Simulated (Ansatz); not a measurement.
**Ge2P (doublet): the correlation ladder, cc-pVDZ**

Aim: climb from Hartree-Fock through coupled cluster and multireference methods for Ge2P (doublet) at one geometry and basis, and see what each rung misses.

Method: cc-pVDZ, core rule «outside noble gas», up to 33 orbitals frozen; program: Ansatz 0.2.0, Gaussian basis.

To be run: UHF; CCSD(T) on ROHF; CCSD(T) on UHF; BCCD(T) on ROHF; CISD as a restricted active space (open shells left free, so some higher excitations enter); CCSDT(Q) on ROHF; CCSDT(Q) on UHF; CASSCF and MRCISD+Q, 11 electrons in 11 orbitals; CASSCF and NEVPT2, 11 electrons in 11 orbitals.

28 further runs of the same task are left out: 15 that didn't finish, 13 set aside as unsound or not needed. Runs told in other sessions of the task aren't counted.

### 1 The geometry

The geometry is a PBE0/def2-TZVP stationary point (not a proven minimum). No spin-orbit coupling is included. The filled d shell of Ge may be among the frozen orbitals whatever the setting's name suggests.

3 atoms, charge 0, spin multiplicity 2.

Atoms are counted from 1 here; the program's logs count them from 0.

Bond lengths: Ge1–Ge2 2.630 Å, Ge1–P3 2.226 Å, Ge2–P3 2.226 Å. Angles: Ge2–Ge1–P3 53.8°, Ge1–Ge2–P3 53.8°, Ge1–P3–Ge2 72.4°.

Geometry (Å):

```xyz
3

Ge    0.0000    0.3157    1.3149
Ge    0.0000    0.3157   -1.3149
P     0.0000   -1.4806    0.0000
```

### 2 UHF

The input, in.yaml:

```yaml
crystal:
  periodic: [false, false, false]
  atoms:
    - {symbol: Ge, position_ang: [0.000000, 0.315664, 1.314888]}
    - {symbol: Ge, position_ang: [0.000000, 0.315664, -1.314888]}
    - {symbol: P, position_ang: [0.000000, -1.480598, 0.000000]}
basis:
  gaussian: {orbitals: cc-pVDZ}
magnetization: {spin_polarized: true, initial_magnetization: 1}
hamiltonian: {xc: hf}
output: {orbitals: {seedname: orbitals}}
```

Command:

```bash
> ansatz run in.yaml --threads 1 --pin off --events-out ev --progress --plain --max-ram 2393MiB
```

After this run come: CCSD(T) on ROHF; CCSD(T) on UHF; BCCD(T) on ROHF; CISD as a restricted active space (open shells left free, so some higher excitations enter); CCSDT(Q) on ROHF; CCSDT(Q) on UHF; CASSCF and MRCISD+Q, 11 electrons in 11 orbitals; CASSCF and NEVPT2, 11 electrons in 11 orbitals.

**Question.** What will the summary of the whole plan be? Wanted: UCCSDT(Q) from the RHF energy; RMP2 from UCCSDT(Q); UMP2 from UCCSDT(Q); RCCSD from UCCSDT(Q); RCCSD(T) from UCCSDT(Q); UCCSD(T) from UCCSDT(Q); RCCSDT(Q) from UCCSDT(Q); NEVPT2 valence from UCCSDT(Q); MRCISD+Q valence from UCCSDT(Q).

**Answer**, as computed:

```
                         quantity                        value
    UCCSDT(Q) from the ROHF energy                   -8.2790 eV
              RMP2 from UCCSDT(Q)              +28.09 kcal/mol
              UMP2 from UCCSDT(Q)              +29.99 kcal/mol
             RCCSD from UCCSDT(Q)              +12.48 kcal/mol
          RCCSD(T) from UCCSDT(Q)               +1.80 kcal/mol
          UCCSD(T) from UCCSDT(Q)               +1.88 kcal/mol
         RCCSDT(Q) from UCCSDT(Q)               +0.12 kcal/mol
    NEVPT2 valence from UCCSDT(Q)              +23.03 kcal/mol
  MRCISD+Q valence from UCCSDT(Q)               +0.99 kcal/mol
levels within 1 kcal/mol (43 meV)  RCCSDT(Q), MRCISD+Q valence
                    T1 diagnostic                        0.027
   effectively unpaired electrons                         1.09
```

**Reading.** RCCSD(T) misses by +1.80 kcal/mol, 0.9 % of the correlation energy. One determinant dominates. Of the multireference levels listed MRCISD+Q valence comes nearest in total energy (+0.99 kcal/mol), which doesn't show that its space is the better one. These misses are within one basis, not against nature; the frozen cores of restricted and unrestricted runs differ, which can shift their rows.

With open shells the CI space here admits some higher excitations, so it is larger than plain CISD.
